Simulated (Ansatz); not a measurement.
**AsH₃+ (doublet): B97M-V, PBE0 over a scan of the distance As1–H3, 6-31G, part 1 of 3**

How well do these functionals follow the top wave-function level for AsH₃+ (doublet) over a scan of the distance As1–H3?

The runs use Ansatz 0.2.0, Gaussian basis; 6-31G, all electrons in the functionals.

To be run: B97M-V, PBE0, at 1.226 Å; 1.340 Å; 1.497 Å; 1.678 Å; 1.806 Å; 2.024 Å; 2.343 Å; 2.767 Å; 3.246 Å; 4.068 Å; 5.137 Å.

15 further runs of the same task are left out: 1 for a known fault of the program, 10 that didn't finish, 4 set aside as unsound or not needed.

### Step 1. What is computed

The geometry derives from a PBE0/def2-TZVP stationary point (not a proven minimum). One bond is set to the value named and the two fragments are kept rigid. No spin-orbit coupling is included. The filled d shell of As may be among the frozen orbitals whatever the setting's name suggests; the logs give the count.

4 atoms, charge 1, spin multiplicity 2.

Atoms are counted from 1 here; the program's logs count them from 0.

Bond lengths: As1–H2 1.497 Å, As1–H3 1.497 Å, As1–H4 1.497 Å. Angles: H2–As1–H3 112.5°, H2–As1–H4 112.5°, H3–As1–H4 112.5°.

As a file:

```xyz
4
charge 1, multiplicity 2
As    0.00005   -0.00001   -0.01619
H     1.43617    0.01375    0.40593
H    -0.73171    1.23854    0.39769
H    -0.70847   -1.25131    0.39980
```

No dispersion term is added; B97M-V holds VV10 nonlocal correlation.

The geometry shown and the zero of energy belong to the point 1.497 Å. The yardstick, FCI, and other wave-function levels (R restricted, U unrestricted, valence and pair active spaces) come from earlier runs.

### Step 2. B97M-V, 1.226 Å

in.yaml reads:

```yaml
crystal:
  periodic: [false, false, false]
  atoms:
    - {symbol: As, position_ang: [-0.001659, 0.002886, -0.015221]}
    - {symbol: H, position_ang: [1.434453, 0.016648, 0.406901]}
    - {symbol: H, position_ang: [-0.600983, 1.017273, 0.323754]}
    - {symbol: H, position_ang: [-0.710184, -1.248408, 0.400771]}
basis:
  gaussian: {orbitals: 6-31G}
total_charge: 1
magnetization: {spin_polarized: true, initial_magnetization: 1}
hamiltonian: {xc: {name: B97M-V}}
```

Command:

```console
$ ansatz run in.yaml --threads 1 --pin off --events-out ev --progress --plain --max-ram 2393MiB
```

Log, shortened:

```text
Functional definition: B97M-V
  name "B97M-V"
  cite "Mardirossian & Head-Gordon, J. Chem. Phys. 142, 074111 (2015) doi:10.1063/1.4907719"
  cite "Becke, J. Chem. Phys. 107, 8554 (1997) doi:10.1063/1.475007"
  cite "Vydrov & Van Voorhis, J. Chem. Phys. 133, 244103 (2010) doi:10.1063/1.3521275"
  # Of w^i u^j: cxij and so on, Table III.
[...]
  gx(w, u) = cx00 + cx01*u + cx02*u^2 + (cx10 + cx11*u)*w
  gss(w, u) = css00 + css02*u^2 + css10*w + (css32*w^3 + css42*w^4)*u^2
  gos(w, u) = cos00 + cos01*u + cos03*u^3 + cos10*w + cos32*w^3*u^2
[...]
      + integral(e_c_pw_mod_opposite_spin*gos(b97_w_opposite, b97_u_opposite)) + vv10(b, c)
346 factors; integrals over basis functions are off by at most 6.0e-4 eV
[...]
mean field -60857.53839402 eV, -2236.4732852591 hartree, gradient 7.3e-6 eV, S^2 0.751767; 0 other end points of the search recorded, 0 dependent functions left out
reference -60857.53843384 eV, -2236.4732867225 hartree; 18, 17 occupied and 17, 18 virtual orbitals, 346 factors
Total energy: -60857.53843384 eV, -2236.4732867225 hartree
```

Run time: 2.4 s. Hardware: 1 thread of Arm Neoverse V2, shared host.

From the report: ⟨S²⟩ of the determinant 0.752 (pure doublet: 0.75).

### Step 3. B97M-V, 1.340 Å

in.yaml reads:

```yaml
crystal:
  periodic: [false, false, false]
  atoms:
    - {symbol: As, position_ang: [-0.000938, 0.001666, -0.015629]}
    - {symbol: H, position_ang: [1.435174, 0.015427, 0.406493]}
    - {symbol: H, position_ang: [-0.655990, 1.110377, 0.354866]}
    - {symbol: H, position_ang: [-0.709464, -1.249627, 0.400363]}
basis:
  gaussian: {orbitals: 6-31G}
total_charge: 1
magnetization: {spin_polarized: true, initial_magnetization: 1}
hamiltonian: {xc: {name: B97M-V}}
```

The command is unchanged.

Log, shortened:

```text
Functional definition: B97M-V
  name "B97M-V"
  cite "Mardirossian & Head-Gordon, J. Chem. Phys. 142, 074111 (2015) doi:10.1063/1.4907719"
  cite "Becke, J. Chem. Phys. 107, 8554 (1997) doi:10.1063/1.475007"
  cite "Vydrov & Van Voorhis, J. Chem. Phys. 133, 244103 (2010) doi:10.1063/1.3521275"
  # Of w^i u^j: cxij and so on, Table III.
[...]
  gx(w, u) = cx00 + cx01*u + cx02*u^2 + (cx10 + cx11*u)*w
[...]
      + integral(e_c_pw_mod_opposite_spin*gos(b97_w_opposite, b97_u_opposite)) + vv10(b, c)
346 factors; integrals over basis functions are off by at most 5.0e-4 eV
[...]
mean field -60858.33783282 eV, -2236.5026640931 hartree, gradient 7.9e-5 eV, S^2 0.751725; 0 other end points of the search recorded, 0 dependent functions left out
reference -60858.33787241 eV, -2236.5026655480 hartree; 18, 17 occupied and 17, 18 virtual orbitals, 346 factors
Total energy: -60858.33787241 eV, -2236.5026655480 hartree
```

Wall time 2.4 s (1 thread of Arm Neoverse V2, shared host).

From the report: ⟨S²⟩ of the determinant 0.752 (pure doublet: 0.75).

### Step 4. B97M-V, 1.497 Å

in.yaml reads:

```yaml
crystal:
  periodic: [false, false, false]
  atoms:
    - {symbol: As, position_ang: [0.000054, -0.000013, -0.016190]}
    - {symbol: H, position_ang: [1.436166, 0.013750, 0.405932]}
    - {symbol: H, position_ang: [-0.731713, 1.238539, 0.397694]}
    - {symbol: H, position_ang: [-0.708471, -1.251307, 0.399802]}
basis:
  gaussian: {orbitals: 6-31G}
total_charge: 1
magnetization: {spin_polarized: true, initial_magnetization: 1}
hamiltonian: {xc: {name: B97M-V}}
```

Launched as before.

Log, shortened:

```text
Functional definition: B97M-V
  name "B97M-V"
  cite "Mardirossian & Head-Gordon, J. Chem. Phys. 142, 074111 (2015) doi:10.1063/1.4907719"
  cite "Becke, J. Chem. Phys. 107, 8554 (1997) doi:10.1063/1.475007"
  cite "Vydrov & Van Voorhis, J. Chem. Phys. 133, 244103 (2010) doi:10.1063/1.3521275"
  # Of w^i u^j: cxij and so on, Table III.
[...]
  gx(w, u) = cx00 + cx01*u + cx02*u^2 + (cx10 + cx11*u)*w
[...]
      + integral(e_c_pw_mod_opposite_spin*gos(b97_w_opposite, b97_u_opposite)) + vv10(b, c)
346 factors; integrals over basis functions are off by at most 4.2e-4 eV
[...]
mean field -60858.64362654 eV, -2236.5139018050 hartree, gradient 6.7e-5 eV, S^2 0.751683; 0 other end points of the search recorded, 0 dependent functions left out
reference -60858.64366594 eV, -2236.5139032529 hartree; 18, 17 occupied and 17, 18 virtual orbitals, 346 factors
Total energy: -60858.64366594 eV, -2236.5139032529 hartree
```

Run time: 2.4 s. Hardware: 1 thread of Arm Neoverse V2, shared host.

From the report: ⟨S²⟩ of the determinant 0.752 (pure doublet: 0.75).

### Step 5. B97M-V, 1.678 Å

in.yaml reads:

```yaml
crystal:
  periodic: [false, false, false]
  atoms:
    - {symbol: As, position_ang: [0.001199, -0.001951, -0.016837]}
    - {symbol: H, position_ang: [1.437311, 0.011812, 0.405285]}
    - {symbol: H, position_ang: [-0.819085, 1.386419, 0.447111]}
    - {symbol: H, position_ang: [-0.707326, -1.253245, 0.399155]}
basis:
  gaussian: {orbitals: 6-31G}
total_charge: 1
magnetization: {spin_polarized: true, initial_magnetization: 1}
hamiltonian: {xc: {name: B97M-V}}
```

The command is unchanged.

Log, shortened:

```text
Functional definition: B97M-V
  name "B97M-V"
  cite "Mardirossian & Head-Gordon, J. Chem. Phys. 142, 074111 (2015) doi:10.1063/1.4907719"
  cite "Becke, J. Chem. Phys. 107, 8554 (1997) doi:10.1063/1.475007"
  cite "Vydrov & Van Voorhis, J. Chem. Phys. 133, 244103 (2010) doi:10.1063/1.3521275"
  # Of w^i u^j: cxij and so on, Table III.
[...]
  gx(w, u) = cx00 + cx01*u + cx02*u^2 + (cx10 + cx11*u)*w
[...]
      + integral(e_c_pw_mod_opposite_spin*gos(b97_w_opposite, b97_u_opposite)) + vv10(b, c)
346 factors; integrals over basis functions are off by at most 4.3e-4 eV
[...]
mean field -60858.41431497 eV, -2236.5054747603 hartree, gradient 3.0e-5 eV, S^2 0.751601; 0 other end points of the search recorded, 0 dependent functions left out
reference -60858.41435438 eV, -2236.5054762085 hartree; 18, 17 occupied and 17, 18 virtual orbitals, 346 factors
Total energy: -60858.41435438 eV, -2236.5054762085 hartree
```

Wall time 2.7 s (1 thread of Arm Neoverse V2, shared host).

From the report: ⟨S²⟩ of the determinant 0.752 (pure doublet: 0.75).

From 1.497 Å: +5.3 kcal/mol.

### Step 6. B97M-V, 1.806 Å

in.yaml reads:

```yaml
crystal:
  periodic: [false, false, false]
  atoms:
    - {symbol: As, position_ang: [0.002008, -0.003320, -0.017295]}
    - {symbol: H, position_ang: [1.438120, 0.010443, 0.404827]}
    - {symbol: H, position_ang: [-0.880848, 1.490956, 0.482044]}
    - {symbol: H, position_ang: [-0.706517, -1.254614, 0.398697]}
basis:
  gaussian: {orbitals: 6-31G}
total_charge: 1
magnetization: {spin_polarized: true, initial_magnetization: 1}
hamiltonian: {xc: {name: B97M-V}}
```

The command is unchanged.

Log, shortened:

```text
Functional definition: B97M-V
  name "B97M-V"
  cite "Mardirossian & Head-Gordon, J. Chem. Phys. 142, 074111 (2015) doi:10.1063/1.4907719"
  cite "Becke, J. Chem. Phys. 107, 8554 (1997) doi:10.1063/1.475007"
  cite "Vydrov & Van Voorhis, J. Chem. Phys. 133, 244103 (2010) doi:10.1063/1.3521275"
  # Of w^i u^j: cxij and so on, Table III.
[...]
  gx(w, u) = cx00 + cx01*u + cx02*u^2 + (cx10 + cx11*u)*w
[...]
      + integral(e_c_pw_mod_opposite_spin*gos(b97_w_opposite, b97_u_opposite)) + vv10(b, c)
346 factors; integrals over basis functions are off by at most 4.4e-4 eV
[...]
mean field -60858.08022835 eV, -2236.4931973035 hartree, gradient 5.4e-5 eV, S^2 0.751492; 0 other end points of the search recorded, 0 dependent functions left out
reference -60858.08026773 eV, -2236.4931987505 hartree; 18, 17 occupied and 17, 18 virtual orbitals, 346 factors
Total energy: -60858.08026773 eV, -2236.4931987505 hartree
```

Wall time 2.6 s (1 thread of Arm Neoverse V2, shared host).

From the report: ⟨S²⟩ of the determinant 0.751 (pure doublet: 0.75).

From 1.497 Å: +13.0 kcal/mol.

### Step 7. B97M-V, 2.024 Å

in.yaml reads:

```yaml
crystal:
  periodic: [false, false, false]
  atoms:
    - {symbol: As, position_ang: [0.003386, -0.005653, -0.018075]}
    - {symbol: H, position_ang: [1.439498, 0.008110, 0.404047]}
    - {symbol: H, position_ang: [-0.986039, 1.668996, 0.541539]}
    - {symbol: H, position_ang: [-0.705139, -1.256947, 0.397917]}
basis:
  gaussian: {orbitals: 6-31G}
total_charge: 1
magnetization: {spin_polarized: true, initial_magnetization: 1}
hamiltonian: {xc: {name: B97M-V}}
```

The command is unchanged.

Log, shortened:

```text
Functional definition: B97M-V
  name "B97M-V"
  cite "Mardirossian & Head-Gordon, J. Chem. Phys. 142, 074111 (2015) doi:10.1063/1.4907719"
  cite "Becke, J. Chem. Phys. 107, 8554 (1997) doi:10.1063/1.475007"
  cite "Vydrov & Van Voorhis, J. Chem. Phys. 133, 244103 (2010) doi:10.1063/1.3521275"
  # Of w^i u^j: cxij and so on, Table III.
[...]
  gx(w, u) = cx00 + cx01*u + cx02*u^2 + (cx10 + cx11*u)*w
[...]
      + integral(e_c_pw_mod_opposite_spin*gos(b97_w_opposite, b97_u_opposite)) + vv10(b, c)
347 factors; integrals over basis functions are off by at most 4.5e-4 eV
[...]
mean field -60857.40334954 eV, -2236.4683224659 hartree, gradient 3.4e-5 eV, S^2 0.751071; 0 other end points of the search recorded, 0 dependent functions left out
reference -60857.40338884 eV, -2236.4683239103 hartree; 18, 17 occupied and 17, 18 virtual orbitals, 347 factors
Total energy: -60857.40338884 eV, -2236.4683239103 hartree
```

Run time: 3 s. Hardware: 1 thread of Arm Neoverse V2, shared host.

From the report: ⟨S²⟩ of the determinant 0.751 (pure doublet: 0.75).

From 1.497 Å: +28.6 kcal/mol.

### Step 8. B97M-V, 2.343 Å

in.yaml reads:

```yaml
crystal:
  periodic: [false, false, false]
  atoms:
    - {symbol: As, position_ang: [0.005402, -0.009066, -0.019215]}
    - {symbol: H, position_ang: [1.441514, 0.004697, 0.402907]}
    - {symbol: H, position_ang: [-1.139964, 1.929522, 0.628598]}
    - {symbol: H, position_ang: [-0.703123, -1.260360, 0.396777]}
basis:
  gaussian: {orbitals: 6-31G}
total_charge: 1
magnetization: {spin_polarized: true, initial_magnetization: 1}
hamiltonian: {xc: {name: B97M-V}}
```

The command is unchanged.

Log, shortened:

```text
Functional definition: B97M-V
  name "B97M-V"
  cite "Mardirossian & Head-Gordon, J. Chem. Phys. 142, 074111 (2015) doi:10.1063/1.4907719"
  cite "Becke, J. Chem. Phys. 107, 8554 (1997) doi:10.1063/1.475007"
  cite "Vydrov & Van Voorhis, J. Chem. Phys. 133, 244103 (2010) doi:10.1063/1.3521275"
  # Of w^i u^j: cxij and so on, Table III.
[...]
  gx(w, u) = cx00 + cx01*u + cx02*u^2 + (cx10 + cx11*u)*w
[...]
      + integral(e_c_pw_mod_opposite_spin*gos(b97_w_opposite, b97_u_opposite)) + vv10(b, c)
349 factors; integrals over basis functions are off by at most 4.6e-4 eV
[...]
mean field -60856.47300524 eV, -2236.4341329438 hartree, gradient 7.5e-6 eV, S^2 0.780211; 2 other end points of the search recorded, 0 dependent functions left out
reference -60856.47304462 eV, -2236.4341343909 hartree; 18, 17 occupied and 17, 18 virtual orbitals, 349 factors
Total energy: -60856.47304462 eV, -2236.4341343909 hartree
```

Run time: 3.6 s. Hardware: 1 thread of Arm Neoverse V2, shared host.

From the report: ⟨S²⟩ of the determinant 0.780 (pure doublet: 0.75).

From 1.497 Å: +50.1 kcal/mol.

### Step 9. B97M-V, 2.767 Å

in.yaml reads:

```yaml
crystal:
  periodic: [false, false, false]
  atoms:
    - {symbol: As, position_ang: [0.008083, -0.013602, -0.020731]}
    - {symbol: H, position_ang: [1.444195, 0.000161, 0.401391]}
    - {symbol: H, position_ang: [-1.344554, 2.275801, 0.744313]}
    - {symbol: H, position_ang: [-0.700442, -1.264896, 0.395261]}
basis:
  gaussian: {orbitals: 6-31G}
total_charge: 1
magnetization: {spin_polarized: true, initial_magnetization: 1}
hamiltonian: {xc: {name: B97M-V}}
```

Launched as before.

Log, shortened:

```text
Functional definition: B97M-V
  name "B97M-V"
  cite "Mardirossian & Head-Gordon, J. Chem. Phys. 142, 074111 (2015) doi:10.1063/1.4907719"
  cite "Becke, J. Chem. Phys. 107, 8554 (1997) doi:10.1063/1.475007"
  cite "Vydrov & Van Voorhis, J. Chem. Phys. 133, 244103 (2010) doi:10.1063/1.3521275"
  # Of w^i u^j: cxij and so on, Table III.
[...]
  gx(w, u) = cx00 + cx01*u + cx02*u^2 + (cx10 + cx11*u)*w
[...]
      + integral(e_c_pw_mod_opposite_spin*gos(b97_w_opposite, b97_u_opposite)) + vv10(b, c)
348 factors; integrals over basis functions are off by at most 4.7e-4 eV
[...]
mean field -60855.80371821 eV, -2236.4095370988 hartree, gradient 3.2e-5 eV, S^2 0.911791; 1 other end points of the search recorded, 0 dependent functions left out
reference -60855.80375871 eV, -2236.4095385872 hartree; 18, 17 occupied and 17, 18 virtual orbitals, 348 factors
Total energy: -60855.80375871 eV, -2236.4095385872 hartree
```

It took 4.6 s on 1 thread of Arm Neoverse V2, shared host.

From the report: ⟨S²⟩ of the determinant 0.912 (pure doublet: 0.75).

From 1.497 Å: +65.5 kcal/mol.

### Step 10. B97M-V, 3.246 Å

in.yaml reads:

```yaml
crystal:
  periodic: [false, false, false]
  atoms:
    - {symbol: As, position_ang: [0.011111, -0.018727, -0.022444]}
    - {symbol: H, position_ang: [1.447223, -0.004964, 0.399678]}
    - {symbol: H, position_ang: [-1.575684, 2.666999, 0.875039]}
    - {symbol: H, position_ang: [-0.697414, -1.270021, 0.393548]}
basis:
  gaussian: {orbitals: 6-31G}
total_charge: 1
magnetization: {spin_polarized: true, initial_magnetization: 1}
hamiltonian: {xc: {name: B97M-V}}
```

Same command.

Log, shortened:

```text
Functional definition: B97M-V
  name "B97M-V"
  cite "Mardirossian & Head-Gordon, J. Chem. Phys. 142, 074111 (2015) doi:10.1063/1.4907719"
  cite "Becke, J. Chem. Phys. 107, 8554 (1997) doi:10.1063/1.475007"
  cite "Vydrov & Van Voorhis, J. Chem. Phys. 133, 244103 (2010) doi:10.1063/1.3521275"
  # Of w^i u^j: cxij and so on, Table III.
[...]
  gx(w, u) = cx00 + cx01*u + cx02*u^2 + (cx10 + cx11*u)*w
[...]
      + integral(e_c_pw_mod_opposite_spin*gos(b97_w_opposite, b97_u_opposite)) + vv10(b, c)
349 factors; integrals over basis functions are off by at most 4.7e-4 eV
[...]
mean field -60855.57415060 eV, -2236.4011006447 hartree, gradient 2.9e-5 eV, S^2 0.884478; 3 other end points of the search recorded, 0 dependent functions left out
reference -60855.57419258 eV, -2236.4011021876 hartree; 18, 17 occupied and 17, 18 virtual orbitals, 349 factors
Total energy: -60855.57419258 eV, -2236.4011021876 hartree
```

Run time: 4.4 s. Hardware: 1 thread of Arm Neoverse V2, shared host.

From the report: ⟨S²⟩ of the determinant 0.884 (pure doublet: 0.75).

From 1.497 Å: +70.8 kcal/mol.

### Step 11. B97M-V, 4.068 Å

in.yaml reads:

```yaml
crystal:
  periodic: [false, false, false]
  atoms:
    - {symbol: As, position_ang: [0.016307, -0.027522, -0.025383]}
    - {symbol: H, position_ang: [1.452419, -0.013759, 0.396739]}
    - {symbol: H, position_ang: [-1.972319, 3.338323, 1.099374]}
    - {symbol: H, position_ang: [-0.692218, -1.278816, 0.390609]}
basis:
  gaussian: {orbitals: 6-31G}
total_charge: 1
magnetization: {spin_polarized: true, initial_magnetization: 1}
hamiltonian: {xc: {name: B97M-V}}
```

Same command.

Log, shortened:

```text
Functional definition: B97M-V
  name "B97M-V"
  cite "Mardirossian & Head-Gordon, J. Chem. Phys. 142, 074111 (2015) doi:10.1063/1.4907719"
  cite "Becke, J. Chem. Phys. 107, 8554 (1997) doi:10.1063/1.475007"
  cite "Vydrov & Van Voorhis, J. Chem. Phys. 133, 244103 (2010) doi:10.1063/1.3521275"
  # Of w^i u^j: cxij and so on, Table III.
[...]
  gx(w, u) = cx00 + cx01*u + cx02*u^2 + (cx10 + cx11*u)*w
[...]
      + integral(e_c_pw_mod_opposite_spin*gos(b97_w_opposite, b97_u_opposite)) + vv10(b, c)
347 factors; integrals over basis functions are off by at most 4.7e-4 eV
[...]
mean field -60855.47383347 eV, -2236.3974140584 hartree, gradient 1.2e-5 eV, S^2 0.804788; 3 other end points of the search recorded, 0 dependent functions left out
reference -60855.47387849 eV, -2236.3974157129 hartree; 18, 17 occupied and 17, 18 virtual orbitals, 347 factors
Total energy: -60855.47387849 eV, -2236.3974157129 hartree
```

Wall time 6.5 s (1 thread of Arm Neoverse V2, shared host).

From the report: ⟨S²⟩ of the determinant 0.805 (pure doublet: 0.75).

From 1.497 Å: +73.1 kcal/mol.

(Continued in part 2 of 3.)
